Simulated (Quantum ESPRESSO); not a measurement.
Crystal: NbTe.

```
Te Nb
1.0
     3.70297    0.00000    0.00000
    -1.85149    3.20687    0.00000
     0.00000    0.00000    3.69421
Te Nb
1 1
Direct
  0.66667 0.33333 0.00000
  0.00000 0.00000 0.50000
```

The cell comes from a database or a generator and needn't be the stable form of this composition.

Base run:

- Program: Quantum ESPRESSO 7.5
- Functional: PBEsol
- Potentials or basis: GBRV 1.5 PBEsol
- Cutoff: 612 eV
- Density cutoff: 4898 eV
- k mesh: 8 × 8 × 7
- Occupations: fermi-dirac, width 0.05 eV
- Spin: no spin polarisation
- Hubbard terms: Nb d U = 3 eV

Its results: band gap on the k mesh none (metal or under the smearing width); pressure -8.2 GPa.

Question: After a change of settings the same cell gave: band gap on the k mesh none (metal or under the smearing width); pressure -12.0 GPa. Which change was it?
A. hubbard terms from Nb d U = 3 eV to Nb d U = 6 eV
B. hubbard terms from Nb d U = 3 eV to Nb d U = 8 eV
C. potentials or basis from GBRV 1.5 PBEsol to PseudoDojo 0.4.1 SR PBE standard; cutoff from 612 eV to 1116 eV; density cutoff from 4898 eV to 4463 eV; hubbard terms from Nb d U = 3 eV to none; hubbard projectors from atomic to none; valence electrons from 19 to 29
D. hubbard terms from Nb d U = 3 eV to none

Answer: A.

Caveats: U without spin polarisation on a metal has little footing; the U is typed as a test and isn't derived for this compound.

Not every run made on this cell is shown here.
